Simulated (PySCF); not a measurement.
# B3LYP/6-31G(d) (spherical functions) run of GaHBr2 (SMILES [Br][GaH][Br])

Aim: the vertical singlet–triplet gap of GaHBr2 at B3LYP/6-31G* (spherical functions), from 2 runs. The job is set up through a Python script.

The calculation is run with PySCF 2.14.0.

7 further runs of the same task are left out: 4 that didn't finish, 3 set aside as unsound or not needed.

### Step 1. Starting point

GaHBr2 has 4 atoms, charge 0, and is taken as a singlet. As SMILES, `[Br][GaH][Br]`. The coordinates come from a PBE0-D4/def2-TZVP relaxation.

Bond lengths: Br1–Ga2 2.274 Å, Ga2–Br3 2.274 Å, Ga2–H4 1.549 Å. Angles: Br1–Ga2–Br3 116.0°, Br1–Ga2–H4 122.0°, Br3–Ga2–H4 122.0°.

### Step 2. A single-point energy at B3LYP/6-31G(d) (spherical functions)

The input, input.xyz:

```xyz
4

Br    -2.066700     0.047400    -0.609100
Ga     0.130800     0.163600    -0.035600
Br     1.021500    -1.717900     0.879600
H      0.969900     1.446500    -0.255100
```

The input, input.py:

```python
from pyscf import gto, dft

system = gto.Mole()
system.atom = 'input.xyz'
system.verbose = 4
system.charge = 0
system.basis = '6-31g*'
system.max_memory = 1860
system.build()

ks = dft.RKS(system)
ks.xc = 'b3lyp'
ks.grids.level = 5
ks.conv_tol = 1e-10
ks.kernel()
if not ks.converged:
    ks = ks.newton().run(ks.mo_coeff, ks.mo_occ)

etot = ks.e_tot
print('E(%s) = %.9f' % ('B3LYP', etot))
```

On the command line:

```console
$ OMP_NUM_THREADS=1 python input.py
```

The program printed:

```text
PySCF version 2.14.0

[INPUT] num. atoms = 4
[INPUT] num. electrons = 102
[INPUT] charge = 0
[INPUT] spin (= nelec alpha-beta = 2S) = 0
[INPUT] symmetry False subgroup None
[INPUT] Mole.unit = angstrom
[INPUT] Symbol           X                Y                Z      unit          X                Y                Z       unit  Magmom
[INPUT]  1 Br    -2.066700000000   0.047400000000  -0.609100000000 AA   -3.905496981639   0.089573018304  -1.151032182473 Bohr   0.0
[INPUT]  2 Ga     0.130800000000   0.163600000000  -0.035600000000 AA    0.247176177093   0.309159193979  -0.067274250035 Bohr   0.0
[INPUT]  3 Br     1.021500000000  -1.717900000000   0.879600000000 AA    1.930355236243  -3.246360509390   1.662203099167 Bohr   0.0
[INPUT]  4 H      0.969900000000   1.446500000000  -0.255100000000 AA    1.832845368216   2.733488839183  -0.482069134377 Bohr   0.0

nuclear repulsion = 694.688992653447
number of shells = 38
number of NR pGTOs = 289
number of NR cGTOs = 98
basis = 6-31g*
ecp = {}

******** <class 'pyscf.dft.rks.RKS'> ********
method = RKS
initial guess = minao
damping factor = 0
level_shift factor = 0
DIIS = <class 'pyscf.scf.diis.CDIIS'>
diis_start_cycle = 1
diis_space = 8
diis_damp = 0
SCF conv_tol = 1e-10
SCF conv_tol_grad = None
SCF max_cycles = 50
direct_scf = True
direct_scf_tol = 1e-13
XC library pyscf.dft.libxc version 7.0.0
    S. Lehtola, C. Steigemann, M. J.T. Oliveira, and M. A.L. Marques.,  SoftwareX 7, 1–5 (2018)
XC functionals = b3lyp
    P. J. Stephens, F. J. Devlin, C. F. Chabalowski, and M. J. Frisch.,  J. Phys. Chem. 98, 11623 (1994)
radial grids:
    Treutler-Ahlrichs [JCP 102, 346 (1995); DOI:10.1063/1.469408] (M4) radial grids

becke partition: Becke, JCP 88, 2547 (1988); DOI:10.1063/1.454033
pruning grids: <function nwchem_prune>
grids dens level: 5
symmetrized grids: False
atomic radii adjust function: <function treutler_atomic_radii_adjust>
small_rho_cutoff = 0
Set gradient conv threshold to 1e-05
Initial guess from minao.
tot grids = 158288
init E= -7070.65765607891
  HOMO = -0.327086823503789  LUMO = -0.0740273321147574  gap/eV = 6.88610
cycle= 1 E= -7073.01945625701  delta_E= -2.36  |g|= 0.606  |ddm|= 2.27
  HOMO = -0.271849452250433  LUMO = -0.115973231881783  gap/eV = 4.24161
cycle= 2 E= -7072.94235894009  delta_E= 0.0771  |g|= 0.907  |ddm|= 1.56
  HOMO = -0.299281355750835  LUMO = -0.0758696978586286  gap/eV = 6.07934
cycle= 3 E= -7073.07979581708  delta_E= -0.137  |g|= 0.0689  |ddm|= 0.971
  HOMO = -0.298863893501084  LUMO = -0.0790375004780142  gap/eV = 5.98178
cycle= 4 E= -7073.08027964448  delta_E= -0.000484  |g|= 0.0155  |ddm|= 0.0671
  HOMO = -0.300454272236926  LUMO = -0.0777367790703662  gap/eV = 6.06045
cycle= 5 E= -7073.08034282241  delta_E= -6.32e-05  |g|= 0.00443  |ddm|= 0.0315
  HOMO = -0.299965370581799  LUMO = -0.0779401143059157  gap/eV = 6.04161
cycle= 6 E= -7073.08035009155  delta_E= -7.27e-06  |g|= 0.000238  |ddm|= 0.00797
  HOMO = -0.300004547449274  LUMO = -0.0779431467049747  gap/eV = 6.04260
cycle= 7 E= -7073.08035010662  delta_E= -1.51e-08  |g|= 7.67e-05  |ddm|= 0.000523
  HOMO = -0.299991748446786  LUMO = -0.0779384586321026  gap/eV = 6.04238
cycle= 8 E= -7073.08035010927  delta_E= -2.65e-09  |g|= 1.72e-05  |ddm|= 0.00016
  HOMO = -0.29999299759606  LUMO = -0.077940056375402  gap/eV = 6.04237
cycle= 9 E= -7073.08035010934  delta_E= -7.37e-11  |g|= 1.71e-06  |ddm|= 2.31e-05
  HOMO = -0.29999254803123  LUMO = -0.0779401249600546  gap/eV = 6.04235
Extra cycle  E= -7073.08035010933  delta_E= 1.27e-11  |g|= 1.76e-06  |ddm|= 5.73e-06
converged SCF energy = -7073.08035010933
E(B3LYP) = -7073.080350109
```

It took 12 s on 1 thread of Intel Xeon Platinum 8488C (Sapphire Rapids), shared host; peak memory 0.54 GiB.

### Step 3. The triplet

The input, input.py:

```python
from pyscf import gto, dft

mol = gto.M(
    atom='''
Br  -2.066700   0.047400  -0.609100
Ga   0.130800   0.163600  -0.035600
Br   1.021500  -1.717900   0.879600
H    0.969900   1.446500  -0.255100
''',
    basis='6-31g*',
    verbose=3,
    charge=0,
    spin=2,
    max_memory=1860,
)

mf = dft.UKS(mol)
mf.xc = 'b3lyp'
mf.grids.level = 5
mf.conv_tol = 1e-10
mf.kernel()
if not mf.converged:
    mf = mf.newton().run(mf.mo_coeff, mf.mo_occ)

energy = mf.e_tot
print(f'total energy: {energy:.8f} hartree')
```

On the command line:

```console
$ OMP_NUM_THREADS=1 python input.py
```

The program printed:

```text
WARN: HOMO -0.0740273321147711 >= LUMO -0.327086823503786

WARN: HOMO -0.135082722833004 >= LUMO -0.258659988855954

WARN: HOMO -0.109901704081016 >= LUMO -0.264128379259377

WARN: HOMO -0.112515288256523 >= LUMO -0.261655708635993

WARN: HOMO -0.111855739024842 >= LUMO -0.261301548551895

WARN: HOMO -0.112018449299732 >= LUMO -0.260508702759492

WARN: HOMO -0.11204446204448 >= LUMO -0.260465040434664

WARN: HOMO -0.112068331524922 >= LUMO -0.260427735982458

WARN: HOMO -0.112036805759427 >= LUMO -0.260424168508983

WARN: HOMO -0.112039858326524 >= LUMO -0.260428809076415

WARN: HOMO -0.112035296096503 >= LUMO -0.26042713927056

WARN: HOMO -0.112035939077359 >= LUMO -0.260428559233525

WARN: HOMO -0.112035463409649 >= LUMO -0.260428927658253

WARN: HOMO -0.112035493270349 >= LUMO -0.260429236813916

WARN: HOMO -0.112036791295837 >= LUMO -0.260428491029766

WARN: HOMO -0.112035330975456 >= LUMO -0.260427497420934

WARN: HOMO -0.112034509445965 >= LUMO -0.260428101571279

WARN: HOMO -0.112034541638416 >= LUMO -0.260429004203355

WARN: HOMO -0.112034629831486 >= LUMO -0.260429529836989

WARN: HOMO -0.112034222704867 >= LUMO -0.260429385468691

WARN: HOMO -0.11203443242268 >= LUMO -0.260429415296215

converged SCF energy = -7072.8803925719  <S^2> = 2.0074567  2S+1 = 3.004967
total energy: -7072.88039257 hartree
```

It took 36 s on 1 thread of Intel Xeon Platinum 8488C (Sapphire Rapids), shared host; peak memory 0.55 GiB.

### Step 4. Outcome

Level: B3LYP/6-31G* (spherical functions).

| quantity | value |
| --- | --- |
| singlet: total energy | -7073.08035 Eh |
| singlet: dipole moment | 1.47 D |
| singlet: HOMO energy | -8.16 eV |
| singlet: LUMO energy | -2.12 eV |
| singlet: HOMO–LUMO gap | 6.04 eV |
| triplet: total energy | -7072.88039 Eh |
| triplet: dipole moment | 0.76 D |
| triplet: HOMO energy (highest over α and β) | -3.05 eV |
| triplet: ⟨S²⟩ | 2.007 |
| vertical energy of the triplet above the singlet | 5.441 eV |

**Reading.** At this shape the triplet lies 5.44 eV (525 kJ/mol) above the singlet. Mulliken charges (singlet) run from -0.08 on Br1 to +0.11 on H4.
